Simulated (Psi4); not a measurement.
# AlPNH4OF (SMILES [NH2][Al]([F])[PH]O): wB97M-V/def2-SVP

Aim: the energy change on altering one bond length of AlPNH4OF at wB97M-V/def2-SVP, from 2 runs. 

The calculation is run with Psi4 1.11.

2 further runs of the same task are left out: 2 set aside as unsound or not needed.

### Step 1. The structure to begin with

The species is AlPNH4OF (9 atoms), meant as a singlet with charge 0. As SMILES, `[NH2][Al]([F])[PH]O`. Geometry: relaxed at PBE0-D4/def2-TZVP. This is one conformer, not always the lowest.

Bond lengths: N1–Al2 1.755 Å, Al2–F3 1.652 Å, Al2–P4 2.334 Å, P4–O5 1.677 Å, N1–H6 1.007 Å, N1–H7 1.006 Å, P4–H8 1.430 Å, O5–H9 0.960 Å. Angles: N1–Al2–F3 119.8°, N1–Al2–P4 121.0°, F3–Al2–P4 119.0°, Al2–P4–O5 96.2°, Al2–N1–H6 122.5°, Al2–N1–H7 126.3°, Al2–P4–H8 92.8°, O5–P4–H8 100.3°, P4–O5–H9 109.0°, H6–N1–H7 111.1°.

### Step 2. The energy at wB97M-V/def2-SVP

Contents of run.py:

```python
import psi4

psi4.set_memory(1600000000)
psi4.set_num_threads(1)
psi4.core.set_output_file('output.dat', False)

mol = psi4.geometry("""
0 1
N      2.81418014     1.89841886    -0.35111111
Al     1.66749433    -1.08262410     0.53894989
F      3.60049519    -3.16982660     1.82547544
P     -2.49954075    -2.26030142    -0.29933262
O     -3.57139340     0.66348284    -0.89100587
H      1.68922618     3.25543119    -1.06939601
H      4.59524702     2.53015431    -0.13681617
H     -3.10519797    -2.47591917     2.32493005
H     -5.02308101     0.55368975    -1.97400791
units au
symmetry c1
""")

psi4.set_options(dict(puream=True, e_convergence=1e-09, d_convergence=1e-08, scf_type='pk', dft_radial_points=99, dft_spherical_points=590))

e_tot = psi4.energy('wb97m-v/def2-SVP')
print('E =', round(e_tot, 9))
for k, v in sorted(psi4.core.scalar_variables().items()):
    print(f'{k:45s} {v:18.10f}')
```

On the command line:

```sh
$ python run.py
```

output.dat:

```text
[...]
  Running in c1 symmetry.
[...]
  Nuclear repulsion =  276.151258116467432
[...]
  Multiplicity = 1
[...]
  Nalpha       = 28
  Nbeta        = 28
[...]
    Number of basis functions: 98
[...]
   @RKS iter   1:  -815.34778616000199   -7.74578e-01   8.80451e-03 ADIIS/DIIS
[...]
   @RKS iter  13:  -815.65831201853462   -2.38742e-12   3.57654e-09 DIIS
[...]
    Orbital Energies [Eh]
    ---------------------
    Doubly Occupied:
       1A    -77.367987     2A    -56.299600     3A    -24.858837
       4A    -19.347380     5A    -14.486080     6A     -6.732691
       7A     -4.851930     8A     -4.847914     9A     -4.845274
      10A     -4.292461    11A     -2.811806    12A     -2.808281
      13A     -2.806020    14A     -1.238168    15A     -1.126541
      16A     -0.934695    17A     -0.735951    18A     -0.585406
      19A     -0.578032    20A     -0.564973    21A     -0.514239
      22A     -0.506668    23A     -0.502004    24A     -0.497539
      25A     -0.469504    26A     -0.376070    27A     -0.362158
      28A     -0.323420
[...]
  @RKS Final Energy:  -815.65831201853462
   => Energetics <=
    Nuclear Repulsion Energy =            276.1512581164674316
    One-Electron Energy =               -1679.7900333705415505
    Two-Electron Energy =                 639.6973219308184753
    DFT Exchange-Correlation Energy =     -51.9472930358962586
    Empirical Dispersion Energy =           0.0000000000000000
    VV10 Nonlocal Energy =                  0.2304343406171684
    Total Energy =                       -815.6583120185346161
[...]
 Multipole Moments:
 ------------------------------------------------------------------------------------
     Multipole            Electronic (a.u.)      Nuclear  (a.u.)        Total (a.u.)
 ------------------------------------------------------------------------------------
 L = 1.  Multiply by 2.5417464519 to convert [e a0] to [Debye]
 Dipole X            :          2.0692829           -2.4019854           -0.3327025
 Dipole Y            :         -5.0031389            5.6718020            0.6686631
 Dipole Z            :          1.1467208           -1.5473407           -0.4006198
 Magnitude           :                                                    0.8475244
[...]
```

On the terminal:

```text
E = -815.658312019
CURRENT ENERGY                                   -815.6583120185
CURRENT REFERENCE ENERGY                         -815.6583120185
DD SOLVATION ENERGY                                 0.0000000000
DFT FUNCTIONAL TOTAL ENERGY                      -815.6583120185
DFT TOTAL ENERGY                                 -815.6583120185
DFT VV10 ENERGY                                     0.2304343406
DFT XC ENERGY                                     -51.9472930359
GRID ELECTRONS ALPHA                               28.0000007704
GRID ELECTRONS BETA                                28.0000007704
GRID ELECTRONS TOTAL                               56.0000015408
NUCLEAR REPULSION ENERGY                          276.1512581165
ONE-ELECTRON ENERGY                             -1679.7900333705
PCM POLARIZATION ENERGY                             0.0000000000
PE ENERGY                                           0.0000000000
SCF ITERATION ENERGY                             -815.6583120185
SCF ITERATIONS                                     13.0000000000
SCF TOTAL ENERGY                                 -815.6583120185
TWO-ELECTRON ENERGY                               639.6973219308
XC GRID RADIAL POINTS                              99.0000000000
XC GRID SPHERICAL POINTS                          590.0000000000
XC GRID TOTAL POINTS                           500394.0000000000
```

It took 2.3 min on 1 thread of Intel Xeon 6975P-C (Granite Rapids), shared host; peak memory 0.91 GiB.

### Step 3. The distorted shape at the same level

Contents of input.dat:

```
memory 1600 mb

molecule geom {
  0 1
  N
  Al 1 1.754581
  F 2 1.65219 1 119.83716
  P 2 2.334015 3 118.99549 1 176.09338
  O 4 1.677372 2 96.23813 3 167.91946
  H 1 1.007237 2 122.54014 3 -177.20331
  H 1 1.00644 6 111.05006 2 -176.70671
  H 4 1.8587 5 100.31791 2 93.98412
  H 5 0.960183 4 109.03439 8 -111.25376
  symmetry c1
}

set basis def2-SVP
set puream true
set e_convergence 1e-09
set d_convergence 1e-08
set scf_type pk
set dft_radial_points 99
set dft_spherical_points 590

energy_value = energy('wb97m-v')
```

On the command line:

```sh
$ psi4 input.dat output.dat -n 1
```

output.dat:

```text
[...]
  Running in c1 symmetry.
[...]
  Nuclear repulsion =  274.318173969523002
[...]
  Multiplicity = 1
[...]
  Nalpha       = 28
  Nbeta        = 28
[...]
    Number of basis functions: 98
[...]
   @RKS iter   1:  -815.30275952180409   -8.91583e-01   8.86077e-03 DIIS/ADIIS
[...]
   @RKS iter  13:  -815.62377094901103   -2.50111e-12   3.16968e-09 DIIS
[...]
    Orbital Energies [Eh]
    ---------------------
    Doubly Occupied:
       1A    -77.390644     2A    -56.303521     3A    -24.860438
       4A    -19.358879     5A    -14.488623     6A     -6.751748
       7A     -4.870712     8A     -4.867816     9A     -4.863903
      10A     -4.296280    11A     -2.815619    12A     -2.812080
      13A     -2.809879    14A     -1.239675    15A     -1.136176
      16A     -0.937126    17A     -0.726772    18A     -0.584611
      19A     -0.577334    20A     -0.563948    21A     -0.516212
      22A     -0.505107    23A     -0.503848    24A     -0.488021
      25A     -0.476057    26A     -0.368790    27A     -0.356865
      28A     -0.328755
[...]
  @RKS Final Energy:  -815.62377094901103
   => Energetics <=
    Nuclear Repulsion Energy =            274.3181739695230021
    One-Electron Energy =               -1675.8381850385180769
    Two-Electron Energy =                 637.5449758147681223
    DFT Exchange-Correlation Energy =     -51.8791131695516654
    Empirical Dispersion Energy =           0.0000000000000000
    VV10 Nonlocal Energy =                  0.2303774747676055
    Total Energy =                       -815.6237709490110319
[...]
 Multipole Moments:
 ------------------------------------------------------------------------------------
     Multipole            Electronic (a.u.)      Nuclear  (a.u.)        Total (a.u.)
 ------------------------------------------------------------------------------------
 L = 1.  Multiply by 2.5417464519 to convert [e a0] to [Debye]
 Dipole X            :         -1.8201219            1.5018349           -0.3182870
 Dipole Y            :         -3.4608996            4.0829420            0.6220424
 Dipole Z            :          3.7516184           -4.5207156           -0.7690971
 Magnitude           :                                                    1.0391120
[...]
```

It took 2.2 min on 1 thread of Intel Xeon 6975P-C (Granite Rapids), shared host; peak memory 0.92 GiB.

### Step 4. Summary of results

Level: wB97M-V/def2-SVP.

| quantity | value |
| --- | --- |
| first shape: total energy | -815.65831 Eh |
| first shape: dipole moment | 2.15 D |
| first shape: HOMO energy | -8.80 eV |
| first shape: LUMO energy | 1.54 eV |
| first shape: HOMO–LUMO gap | 10.34 eV |
| distorted shape: total energy | -815.62377 Eh |
| distorted shape: dipole moment | 2.64 D |
| distorted shape: HOMO energy | -8.95 eV |
| distorted shape: LUMO energy | 1.02 eV |
| distorted shape: HOMO–LUMO gap | 9.96 eV |
| energy change with the P4–H8 bond stretched from 1.430 to 1.859 Å | 0.940 eV |

In words: With the P4–H8 bond stretched from 1.430 to 1.859 Å the energy rises by 0.94 eV (21.7 kcal/mol). The first shape isn't relaxed at this level, so the change isn't measured from a minimum.
